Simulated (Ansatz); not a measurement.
**C₇H₉N: basis-set convergence**

An exercise on one series of results from a longer session: the logs are not shown, and one member is left open.

Program: Ansatz 0.2.0, Gaussian basis. Level of theory: one geometry, several basis sets. These are calculated values, not measurements.

Plan: PBE0-D4/def2-SVP; ωB97M-V/def2-SVP; PBE0-D4/def2-QZVPP; ωB97M-V/def2-QZVPP; the functionals' def2-TZVPP values are taken from earlier runs.

## The geometry

All runs share one geometry, relaxed beforehand with PBE0-D4 in a triple-zeta def2 set.

SMILES `Cc1cccc(N)c1`, 17 atoms, charge 0, spin multiplicity 1.

Atoms are counted from 1 here; the program's logs count them from 0.

Bond lengths: C1–C2 1.499 Å, C1–H9 1.092 Å, C1–H10 1.092 Å, C1–H11 1.095 Å, C2–C3 1.392 Å, C2–C8 1.388 Å, C3–C4 1.386 Å, C3–H12 1.084 Å, C4–C5 1.383 Å, C4–H13 1.085 Å, C5–C6 1.395 Å, C5–H14 1.085 Å, C6–N7 1.386 Å, C6–C8 1.395 Å, N7–H15 1.007 Å, N7–H16 1.007 Å, C8–H17 1.087 Å. Angles: C2–C1–H9 111.3°, C2–C1–H10 111.5°, C2–C1–H11 110.8°, H9–C1–H10 108.2°, H9–C1–H11 107.3°, H10–C1–H11 107.5°, C1–C2–C3 120.7°, C1–C2–C8 120.3°, C3–C2–C8 119.0°, C2–C3–C4 119.9°, C2–C3–H12 119.9°, C4–C3–H12 120.3°, C3–C4–C5 121.0°, C3–C4–H13 119.8°, C5–C4–H13 119.3°, C4–C5–C6 119.9°, C4–C5–H14 120.3°, C6–C5–H14 119.7° and more.

Set-up of the first run:

in.yaml reads:

```yaml
crystal:
  periodic: [false, false, false]
  atoms:
    - {symbol: C, position_ang: [1.558809, -1.614121, 1.132656]}
    - {symbol: C, position_ang: [0.774492, -0.648193, 0.297027]}
    - {symbol: C, position_ang: [1.340637, -0.062582, -0.831861]}
    - {symbol: C, position_ang: [0.611283, 0.853786, -1.573103]}
    - {symbol: C, position_ang: [-0.678794, 1.197153, -1.210617]}
    - {symbol: C, position_ang: [-1.263197, 0.616888, -0.084468]}
    - {symbol: N, position_ang: [-2.575962, 0.901765, 0.258705]}
    - {symbol: C, position_ang: [-0.521469, -0.304267, 0.655478]}
    - {symbol: H, position_ang: [2.266716, -2.179880, 0.524136]}
    - {symbol: H, position_ang: [0.905243, -2.322967, 1.644561]}
    - {symbol: H, position_ang: [2.135757, -1.086901, 1.899038]}
    - {symbol: H, position_ang: [2.349905, -0.325646, -1.128269]}
    - {symbol: H, position_ang: [1.053658, 1.308804, -2.452578]}
    - {symbol: H, position_ang: [-1.243408, 1.909501, -1.803336]}
    - {symbol: H, position_ang: [-2.813086, 0.741193, 1.223743]}
    - {symbol: H, position_ang: [-2.927068, 1.782284, -0.079904]}
    - {symbol: H, position_ang: [-0.973516, -0.766806, 1.528783]}
basis:
  gaussian: {orbitals: def2-SVP}
hamiltonian: {xc: pbe0, dispersion: d4}
output: {orbitals: {seedname: orbitals}}
```

Launch:

```
> ansatz run in.yaml --threads 2 --pin off --events-out ev --progress --plain --max-ram 32768MiB --backend cpu
```

Steps of the session up to this table: PBE0-D4 in def2-SVP; ωB97M-V in def2-SVP; PBE0-D4 in def2-QZVPP; ωB97M-V in def2-QZVPP.

One of the session's tables, all rows but one given; the rest of the session is left out.

It belongs to the step «Density functionals: the series». 

```
functional       basis  HOMO (eV)  LUMO (eV)
   PBE0-D4    def2-SVP      -5.72       0.24
   PBE0-D4  def2-TZVPP      -5.84       0.04
   PBE0-D4  def2-QZVPP      -5.87      -0.02
   ωB97M-V    def2-SVP      -7.78       2.29
   ωB97M-V  def2-TZVPP          ?          ?
   ωB97M-V  def2-QZVPP      -7.93       1.74
```

Estimate the missing values for ωB97M-V, def2-TZVPP.

**Answer.** HOMO (eV): -7.90; LUMO (eV): 2.01. In the column «HOMO (eV)» it lies between ωB97M-V, def2-QZVPP (-7.93) and ωB97M-V, def2-SVP (-7.78).
